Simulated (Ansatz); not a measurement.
# Sc2SiS: the cost of one run

Program: Ansatz 0.2.0. Level of theory: DFT PBE, scalar-relativistic, plane waves, PAW. These are calculated values, not measurements.

## Step 1: The system as given

The structure is orthorhombic, space group Cmmm (No. 65). The conventional cell has a = 4.972 Å, b = 5.011 Å, c = 6.318 Å, α = 90.00°, β = 90.00°, γ = 90.00°. Around Sc (site symmetry mmm) lie 4 S at 2.49 to 2.51 Å. Sc (site symmetry mmm) is surrounded by 4 Si at 2.49 to 2.51 Å. Si (site symmetry mmm) has 4 Sc at 2.49 to 2.51 Å in its first shell of neighbours. S (site symmetry mmm) has 4 Sc at 2.49 to 2.51 Å in its first shell of neighbours.

Structure file:

```cif
data_structure
_symmetry_space_group_name_H-M 'Cmmm'
_symmetry_Int_Tables_number 65
_cell_length_a 4.9717
_cell_length_b 5.0110
_cell_length_c 6.3184
_cell_angle_alpha 90.000
_cell_angle_beta 90.000
_cell_angle_gamma 90.000
_cell_volume 157.41
loop_
_atom_site_label
_atom_site_type_symbol
_atom_site_symmetry_multiplicity
_atom_site_Wyckoff_symbol
_atom_site_fract_x
_atom_site_fract_y
_atom_site_fract_z
_atom_site_occupancy
Sc1 Sc 2 d 0.00000 0.00000 0.50000 1
Sc2 Sc 2 a 0.00000 0.00000 0.00000 1
Si1 Si 2 b 0.50000 0.00000 0.00000 1
S1 S 2 c 0.50000 0.00000 0.50000 1
```

The cell is invented: random cell by space group and Wyckoff sites (Cmmm, No. 65). Its size is a rough estimate.

## Step 2: Probe: one point on a coarse mesh

The input, input.yaml:

```yaml
crystal:
  lattice:
    - [2.48584386, -2.50548647, 0.0]
    - [2.48584386, 2.50548647, 0.0]
    - [0.0, 0.0, 6.31836727]
  atoms:
    - { symbol: Sc, position: [0.0, 0.0, 0.5] }
    - { symbol: Sc, position: [0.0, 0.0, 0.0] }
    - { symbol: Si, position: [0.5, 0.5, 0.0] }
    - { symbol: S, position: [0.5, 0.5, 0.5] }
basis:
  ecutwfc: 420
kpoints:
  mp_grid: { grid: [6, 6, 4] }
hamiltonian:
  xc: pbe
scf:
  occupations: { method: gaussian, width: 0.1 }
  lower_state_search: "off"
output:
  forces: true
  stress: true
  eigenvalues: true
```

Run with:

```console
$ ansatz run input.yaml --threads 1 --pin off --max-ram 2560MiB --backend cpu --events-out ev --progress --plain --runs-dir out
```

What time and memory should one allow on 1 thread of AMD EPYC (Zen 3), shared host?

About 7.6 s, with a peak of 0.39 GiB.
